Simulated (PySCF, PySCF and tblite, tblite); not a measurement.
# C2H4Cl2O2Si: conformers and averaged spectra

Aim: find the conformers of C2H4Cl2O2Si (`Cl[Si]1(Cl)OCCO1`), weigh them, and average their properties.

Computed with tblite 0.8.0 (tight binding) and PySCF 2.14.0 (DFT, with response routines of our own); each step states its level. Atoms count from 0 throughout.

## Step 1: The molecule as given

11 atoms, charge 0, multiplicity 1; geometry from: MMFF94s geometry.

Bonds of the start (Å): C4–C5 1.54, C4–H7 1.09, C4–H8 1.10, C5–H10 1.10, C5–H9 1.09, C5–O6 1.44, Cl0–Si1 2.02, O3–C4 1.43, Si1–Cl2 2.04, Si1–O3 1.66, Si1–O6 1.66.

## Step 2: GFN2-xTB relaxation, conformer 1

Job settings and geometry (Å):

```
{"job": {"xc": "GFN2-xTB", "basis": "xTB", "kind": "relax"}, "charge": 0, "multiplicity": 1}
Cl     2.358100     1.644500    -1.097200
Si     1.439200     0.133000    -0.131800
Cl     2.758600    -1.197200     0.671600
O      0.410700     0.716400     1.040300
C     -0.923200     0.525700     0.551300
C     -0.897100    -0.690000    -0.399100
O      0.352200    -0.638200    -1.119700
H     -1.611900     0.381100     1.379500
H     -1.212600     1.434300     0.006500
H     -1.734800    -0.676100    -1.095700
H     -0.933800    -1.630900     0.168200
```

Started as:

```bash
OMP_NUM_THREADS=1 python ens_run.py task.json out
```

The driver reads the study from task.json and runs its stages one after another.

Log:

```text
step      E/eV     max force
  0    -692.45065    1.404
  1    -692.50522    0.797
  2    -692.54100    0.317
  3    -692.54446    0.197
  4    -692.54810    0.146
  5    -692.55037    0.181
  6    -692.55329    0.166
  7    -692.55455    0.107
  8    -692.55556    0.107
  9    -692.55695    0.128
 10    -692.55937    0.222
 11    -692.56258    0.243
 12    -692.56592    0.161
 13    -692.56891    0.160
 14    -692.57197    0.157
 15    -692.57522    0.196
 16    -692.57783    0.174
 17    -692.57954    0.101
 18    -692.58081    0.105
 19    -692.58209    0.097
 20    -692.58328    0.103
 21    -692.58408    0.068
 22    -692.58457    0.067
 23    -692.58501    0.074
 24    -692.58547    0.064
 25    -692.58582    0.042
 26    -692.58605    0.036
 27    -692.58605    0.036
 28    -692.58614    0.029
 29    -692.58632    0.022
 30    -692.58637    0.022
 31    -692.58646    0.016
 32    -692.58650    0.012
 33    -692.58652    0.011
 34    -692.58654    0.010
 35    -692.58656    0.012
 36    -692.58657    0.009
 37    -692.58658    0.009
 38    -692.58659    0.007
 39    -692.58659    0.005
 40    -692.58660    0.003
```

Wall time 0.52 s (1 thread of Intel Xeon Platinum 8259CL at 2.50GHz, shared host).

Relaxing gained 0.136 eV and moved the atoms by 0.20 Å on average (rms).

## Step 3: DFT optimisation, start 1: PBE0-D3(BJ)/def2-SVP

Job settings and geometry (Å):

```
{"job": {"kind": "geom", "xc": "PBE0", "basis": "def2-SVP", "d3": "d3bj", "grid": 1, "maxiter": 40}, "charge": 0, "multiplicity": 1}
Cl     2.393909     1.473166    -1.275717
Si     1.470173     0.129638    -0.126505
Cl     2.793672    -1.014275     0.832118
O      0.406211     0.793290     0.923713
C     -0.927279     0.495440     0.590031
C     -0.912655    -0.657491    -0.439121
O      0.378102    -0.725124    -0.993811
H     -1.456833     0.216385     1.502176
H     -1.383533     1.393190     0.163722
H     -1.626324    -0.487402    -1.246549
H     -1.130020    -1.614147     0.043979
```

Log:

```text
step   0  E = -1437.91465452  max force = 0.013858
step   1  E = -1437.91773247  max force = 0.007868
step   2  E = -1437.91796210  max force = 0.004312
step   3  E = -1437.91809422  max force = 0.001220
step   4  E = -1437.91814626  max force = 0.002350
step   5  E = -1437.91826463  max force = 0.003373
step   6  E = -1437.91828883  max force = 0.001562
step   7  E = -1437.91829724  max force = 0.000442
optimisation converged
```

Wall time 80 s (1 thread of Intel Xeon Platinum 8259CL at 2.50GHz, shared host).

Gain 0.099 eV; displacement 0.14 Å root mean square.

## Step 4: Shieldings, conformer 1: wB97X-D/pcSseg-1

Job settings and geometry (Å):

```
{"job": {"xc": "wB97X-D", "basis": "pcSseg-1", "kind": "nmr", "pop": true}, "charge": 0, "multiplicity": 1}
Cl     5.254548     2.378320    -1.435859
Si     4.185726     1.007854    -0.377541
Cl     5.493799    -0.223778     0.581190
O      3.105890     1.671775     0.686822
C      1.788351     1.459134     0.197741
C      1.832783     0.223923    -0.712993
O      3.104685     0.213016    -1.347411
H      1.104490     1.314060     1.047475
H      1.458121     2.350964    -0.363924
H      1.044709     0.253614    -1.480233
H      1.708017    -0.703030    -0.125182
```

Log:

```text
coarse grid: 11696 points
cycle   1  E = -1438.7306776028  dE =  1.265e+00  |g| = 9.528e-01  |ddm| = 3.119e+00
cycle   2  E = -1438.7007350572  dE =  2.994e-02  |g| = 1.098e+00  |ddm| = 1.307e+00
cycle   3  E = -1438.9033860840  dE = -2.027e-01  |g| = 6.975e-02  |ddm| = 6.619e-01
cycle   4  E = -1438.9042933365  dE = -9.073e-04  |g| = 3.361e-02  |ddm| = 8.871e-02
cycle   5  E = -1438.9045373397  dE = -2.440e-04  |g| = 3.524e-03  |ddm| = 3.432e-02
cycle   6  E = -1438.9045417484  dE = -4.409e-06  |g| = 7.174e-04  |ddm| = 6.382e-03
final grid: 101744 points
cycle   7  E = -1438.9749228911  dE = -1.582e-04  |g| = 5.636e-03  |ddm| = 3.694e-02
cycle   8  E = -1438.9749279312  dE = -5.040e-06  |g| = 4.094e-03  |ddm| = 1.053e-02
cycle   9  E = -1438.9749309474  dE = -3.016e-06  |g| = 6.358e-04  |ddm| = 3.400e-03
cycle  10  E = -1438.9749310239  dE = -7.644e-08  |g| = 4.019e-04  |ddm| = 8.307e-04
cycle  11  E = -1438.9749310531  dE = -2.925e-08  |g| = 8.041e-05  |ddm| = 3.721e-04
cycle  12  E = -1438.9749310550  dE = -1.916e-09  |g| = 2.907e-05  |ddm| = 1.339e-04
cycle  13  E = -1438.9749310553  dE = -2.399e-10  |g| = 7.016e-06  |ddm| = 4.305e-05
converged SCF energy = -1438.9749310553

GIAO shielding tensors (ppm)
atom      isotropic    diamagn.    paramagn.     s11        s22        s33       span
  0 Cl     849.563    1144.001    -294.438    726.754    782.210   1039.726    312.972
  1 Si     354.976     876.342    -521.365    339.609    358.355    366.964     27.355
  2 Cl     848.078    1145.399    -297.321    727.019    778.692   1038.523    311.505
  3 O      263.740     392.158    -128.417    193.789    273.025    324.406    130.618
  4 C      117.645     251.821    -134.176     87.441    106.278    159.216     71.775
  5 C      117.743     251.803    -134.061     87.422    106.566    159.241     71.819
  6 O      263.427     392.879    -129.452    193.823    273.260    323.197    129.374
  7 H       27.466      32.933      -5.467     23.507     25.257     33.633     10.126
  8 H       27.400      31.786      -4.385     22.760     25.163     34.279     11.519
  9 H       27.464      32.925      -5.462     23.496     25.254     33.641     10.144
 10 H       27.405      33.911      -6.506     22.823     25.162     34.231     11.408
```

It took 46 s on 1 thread of Intel Xeon Platinum 8259CL at 2.50GHz, shared host; peak memory 0.79 GiB.

This run: HOMO -10.52 eV, LUMO 1.85 eV; dipole 3.11 D.

Orbitals, density, ELF and potential are computed afterwards from the orbital file.

Frontier orbitals at wB97X-D/pcSseg-1, with the share of their density that lies nearest to each atom:

```csv
orbital,energy (eV),lies on
HOMO,-10.52,"O3, O6 about 27 % each; H8, H10 about 9 % each; Cl0, Cl2 about 6 % each"
LUMO,1.85,"Si1 32 %; Cl0, Cl2 about 22 % each; O3, O6 about 7 % each"
```

ELF in a plane through or near 3 of the atoms.

Ten even steps from ' ' (0.00) to '@' (1.00):
```
                                                        
                                                        
            ......                                      
        ..::==++==--..                                  
      ..==**##%%##**==..      --####==                  
    ..--##%%%%%%%%%%++::      ##@@@@%%::                
    ::++%%%%..::==%%==..      **@@@@##..                
    ::**%%##++**::##==..      ..====..                  
    ::**%%%%**==####--....                              
    ..==##########==::--++==::..::==**++--              
      ::==++++++==::--++%%##++::**%%@@@@%%::            
          ..........==########--%%@@@@@@@@++            
                    ==##****##--##@@@@@@@@==            
                    ==##%%%%**..--**%%%%**              
                    --++##**--    ......                
                      ::--::                            
                                                        
                                                        
                                                        
                                                        
```
The map spans 10.5 Å across and 8.2 Å up, centred on the molecule. Atoms in the plane (x, y in Å): Cl0 (-2.7, 1.2), O6 (-0.4, -0.8), H9 (1.7, -0.7).

On the surface of density 0.002 e/bohr³ the electrostatic potential runs, from the 1st to the 99th percentile, from -1.13 V near O3 to 1.44 V near H7.

## Step 5: Single-point energy, conformer 1: PBE0/def2-SVP

Changed since step 4:

```diff
@@ -1,2 +1,2 @@
-{"job": {"xc": "wB97X-D", "basis": "pcSseg-1", "kind": "nmr", "pop": true}, "charge": 0, "multiplicity": 1}
+{"job": {"xc": "PBE0", "basis": "def2-SVP", "kind": "sp"}, "charge": 0, "multiplicity": 1}
 Cl     5.254548     2.378320    -1.435859
```

Log:

```text
coarse grid: 11696 points
cycle   1  E = -1437.5955373825  dE =  1.069e+00  |g| = 8.494e-01  |ddm| = 3.600e+00
cycle   2  E = -1437.4374599557  dE =  1.581e-01  |g| = 1.249e+00  |ddm| = 1.735e+00
cycle   3  E = -1437.7364591983  dE = -2.990e-01  |g| = 7.942e-02  |ddm| = 1.057e+00
cycle   4  E = -1437.7375777088  dE = -1.119e-03  |g| = 3.433e-02  |ddm| = 1.205e-01
cycle   5  E = -1437.7378790576  dE = -3.013e-04  |g| = 7.173e-03  |ddm| = 4.848e-02
cycle   6  E = -1437.7378924948  dE = -1.344e-05  |g| = 8.996e-04  |ddm| = 8.866e-03
cycle   7  E = -1437.7378926848  dE = -1.900e-07  |g| = 1.415e-04  |ddm| = 1.105e-03
final grid: 101744 points
cycle   8  E = -1437.9073587195  dE = -1.124e-05  |g| = 1.049e-02  |ddm| = 2.290e-02
cycle   9  E = -1437.9073337080  dE =  2.501e-05  |g| = 1.565e-02  |ddm| = 1.837e-02
cycle  10  E = -1437.9073802194  dE = -4.651e-05  |g| = 7.649e-04  |ddm| = 1.109e-02
cycle  11  E = -1437.9073803557  dE = -1.363e-07  |g| = 1.383e-04  |ddm| = 8.782e-04
cycle  12  E = -1437.9073803600  dE = -4.289e-09  |g| = 3.101e-05  |ddm| = 1.746e-04
cycle  13  E = -1437.9073803602  dE = -2.094e-10  |g| = 1.244e-05  |ddm| = 4.556e-05
converged SCF energy = -1437.9073803602
```

Wall time 8.3 s (1 thread of Intel Xeon Platinum 8259CL at 2.50GHz, shared host).

Key values: HOMO -8.37 eV, LUMO 0.51 eV; dipole 2.64 D.

## Step 6: Averages: properties at wB97X-D/pcSseg-1

Job settings and geometry (Å):

```
{"job": {"study": "conf", "smiles": "Cl[Si]1(Cl)OCCO1", "search": {"seed": 1505, "n_embed": 60, "ff_keep": 14, "window": 3.0, "nmax": 2, "temps": [200, 250, 298.15, 350, 400], "t_ref": 298.15, "order": 0.001, "geom": true}, "level": {"nmr": {"xc": "wB97X-D", "basis": "pcSseg-1"}, "sp": {"xc": "PBE0", "basis": "def2-SVP"}}, "kind": "conf"}, "charge": 0, "multiplicity": 1}
Cl     5.254548     2.378320    -1.435859
Si     4.185726     1.007854    -0.377541
Cl     5.493799    -0.223778     0.581190
O      3.105890     1.671775     0.686822
C      1.788351     1.459134     0.197741
C      1.832783     0.223923    -0.712993
O      3.104685     0.213016    -1.347411
H      1.104490     1.314060     1.047475
H      1.458121     2.350964    -0.363924
H      1.044709     0.253614    -1.480233
H      1.708017    -0.703030    -0.125182
```

Log:

```text
conformer  sym    E(xTB)   E(DFT)   G(298.15 K)  weight  dipole/D
    1     C2      0.000    0.000    0.000   1.0000    2.642

mean shielding (ppm) by class
class atoms           200 K      250 K   298.15 K      350 K      400 K
  0 Cl 0,2          848.821    848.821    848.821    848.821    848.821
  1 Si 1            354.976    354.976    354.976    354.976    354.976
  2 O  3,6          263.584    263.584    263.584    263.584    263.584
  3 C  4,5          117.694    117.694    117.694    117.694    117.694
  4 H  7,8,9         27.434     27.434     27.434     27.434     27.434
```

Run time: 56 s. Hardware: 1 thread of Intel Xeon Platinum 8259CL at 2.50GHz, shared host. This counts the runs that the step sums up.

The search (ETKDG and KDG, MMFF94s, GFN2-xTB) embedded 60 structures, kept 1 distinct ones after the force field and 1 after xTB; 1 was carried on (window 3.0 kcal/mol at the search's own energies). Energies: PBE0/def2-SVP with D3(BJ).

Conformer by conformer (298 K):

```csv
no.,group,mirror pair,ΔE xTB,ΔE DFT,ΔG,weight (%),μ (D),"A, B, C (GHz)"
1,C2,yes,0.00,0.00,0.00,100.0,2.64,"1.92, 1.36, 1.01"
```

Energies in kcal/mol. ΔG holds xTB vibrations and rotation, symmetry numbers and mirror pairs.

Shifts against references run at the same level (²⁹Si TMS 352.9, ¹³C TMS 184.5, ¹⁷O H2O 333.2, ³⁵Cl HCl 939, ¹H TMS 31.38 ppm of shielding), by class of atoms, at 298 K:

```csv
atoms,environment,average
"C4, C5",sp3 CH2 bonded to O,66.8
"H7, H8, H9, H10",hydrogen on an sp3 CH2 bonded to O,3.95
"Cl0, Cl2",chlorine bonded to Si,91
Si1,"silicon bonded to 2 Cl, 2 O, in a 5-membered ring",-2.0
"O3, O6","oxygen bonded to C, Si, in a 5-membered ring",69.6
```

## Step 7: Shieldings, conformer 1: PBE0/cc-pVDZ

Changed since step 5:

```diff
@@ -1,2 +1,2 @@
-{"job": {"xc": "PBE0", "basis": "def2-SVP", "kind": "sp"}, "charge": 0, "multiplicity": 1}
+{"job": {"xc": "PBE0", "basis": "cc-pVDZ", "grid": 1, "kind": "nmr", "pop": false}, "charge": 0, "multiplicity": 1}
 Cl     5.254548     2.378320    -1.435859
```

Log:

```text
final grid: 49656 points
cycle   1  E = -1438.3232149064  dE =  1.186e+00  |g| = 8.599e-01  |ddm| = 6.118e+00
cycle   2  E = -1438.1564767998  dE =  1.667e-01  |g| = 1.274e+00  |ddm| = 3.305e+00
cycle   3  E = -1438.4678319881  dE = -3.114e-01  |g| = 8.487e-02  |ddm| = 1.867e+00
cycle   4  E = -1438.4692290405  dE = -1.397e-03  |g| = 3.465e-02  |ddm| = 2.268e-01
cycle   5  E = -1438.4695437650  dE = -3.147e-04  |g| = 7.829e-03  |ddm| = 9.124e-02
cycle   6  E = -1438.4695603607  dE = -1.660e-05  |g| = 1.096e-03  |ddm| = 1.836e-02
cycle   7  E = -1438.4695606620  dE = -3.013e-07  |g| = 1.369e-04  |ddm| = 2.680e-03
cycle   8  E = -1438.4695606659  dE = -3.883e-09  |g| = 7.586e-05  |ddm| = 3.220e-04
cycle   9  E = -1438.4695606669  dE = -1.001e-09  |g| = 2.500e-05  |ddm| = 1.192e-04
cycle  10  E = -1438.4695606670  dE = -1.164e-10  |g| = 3.069e-06  |ddm| = 3.473e-05
converged SCF energy = -1438.4695606670

GIAO shielding tensors (ppm)
atom      isotropic    diamagn.    paramagn.     s11        s22        s33       span
  0 Cl     878.952    1144.217    -265.265    771.211    819.414   1046.232    275.021
  1 Si     418.923     881.670    -462.747    398.926    424.512    433.332     34.406
  2 Cl     877.425    1145.560    -268.135    771.286    816.202   1044.786    273.500
  3 O      266.425     386.672    -120.247    199.156    278.248    321.872    122.717
  4 C      133.068     252.091    -119.023    103.215    122.650    173.339     70.124
  5 C      133.142     252.140    -118.998    103.176    122.916    173.333     70.157
  6 O      266.148     385.961    -119.813    199.213    278.449    320.781    121.568
  7 H       27.445      34.229      -6.784     23.583     25.352     33.399      9.816
  8 H       27.403      32.243      -4.840     22.638     25.163     34.408     11.770
  9 H       27.441      34.074      -6.632     23.568     25.355     33.401      9.833
 10 H       27.405      35.002      -7.597     22.701     25.152     34.362     11.662
```

Run time: 13 s. Hardware: 1 thread of Intel Xeon Platinum 8259CL at 2.50GHz, shared host.

In short: HOMO -8.32 eV, LUMO 0.22 eV; dipole 2.69 D.

## Step 8: The ensemble: properties at PBE0/cc-pVDZ

Job settings and geometry (Å):

```
{"job": {"study": "conf", "smiles": "Cl[Si]1(Cl)OCCO1", "search": {"seed": 1505, "n_embed": 60, "ff_keep": 14, "window": 3.0, "nmax": 2, "temps": [200, 250, 298.15, 350, 400], "t_ref": 298.15, "order": 0.001, "geom": true}, "level": {"nmr": {"xc": "PBE0", "basis": "cc-pVDZ", "grid": 1}, "change": "PBE0/cc-pVDZ; grid level 1", "top": 4}, "kind": "conf"}, "charge": 0, "multiplicity": 1}
Cl     5.254548     2.378320    -1.435859
Si     4.185726     1.007854    -0.377541
Cl     5.493799    -0.223778     0.581190
O      3.105890     1.671775     0.686822
C      1.788351     1.459134     0.197741
C      1.832783     0.223923    -0.712993
O      3.104685     0.213016    -1.347411
H      1.104490     1.314060     1.047475
H      1.458121     2.350964    -0.363924
H      1.044709     0.253614    -1.480233
H      1.708017    -0.703030    -0.125182
```

Log:

```text
conformer  sym    E(xTB)   E(DFT)   G(298.15 K)  weight  dipole/D
    1     C2      0.000    0.000    0.000   1.0000    2.687

mean shielding (ppm) by class
class atoms           200 K      250 K   298.15 K      350 K      400 K
  0 Cl 0,2          878.188    878.188    878.188    878.188    878.188
  1 Si 1            418.923    418.923    418.923    418.923    418.923
  2 O  3,6          266.287    266.287    266.287    266.287    266.287
  3 C  4,5          133.105    133.105    133.105    133.105    133.105
  4 H  7,8,9         27.424     27.424     27.424     27.424     27.424
```

Run time: 13 s. Hardware: 1 thread of Intel Xeon Platinum 8259CL at 2.50GHz, shared host. This counts the runs that the step sums up.

Against the first level, at 298 K (shifts, ppm; largest changes first):

```csv
atoms,wB97X-D/pcSseg-1,PBE0/cc-pVDZ,change
"Cl0, Cl2",91,82,-8
"O3, O6",69.6,77.0,+7.4
"C4, C5",66.8,63.7,-3.2
Si1,-2.0,-0.3,+1.7
"H7, H8, H9, H10",3.95,3.87,-0.08
```

Weights: from PBE0/def2-SVP energies 1: 100 %; from PBE0/cc-pVDZ energies 1: 100 % (with a dispersion term where the level has one and the same thermal terms, so they don't follow from the SCF energies alone). Times: 56 s and 13 s.

## Step 9: What came out

```
                               quantity                                                 value
                             conformers  1; the first in weight is no. 1 (C2), 100 % at 298 K
                root-mean-square dipole                                                2.64 D
 averaged ¹³C shifts (wB97X-D/pcSseg-1)                                              66.8 ppm
  averaged ¹H shifts (wB97X-D/pcSseg-1)                                              3.95 ppm
averaged ²⁹Si shifts (wB97X-D/pcSseg-1)                                              -2.0 ppm
```

In words: The search found one conformer in the window, so the averages are its own values. Going from wB97X-D/pcSseg-1 to PBE0/cc-pVDZ moves Cl0 most, by 8 ppm.
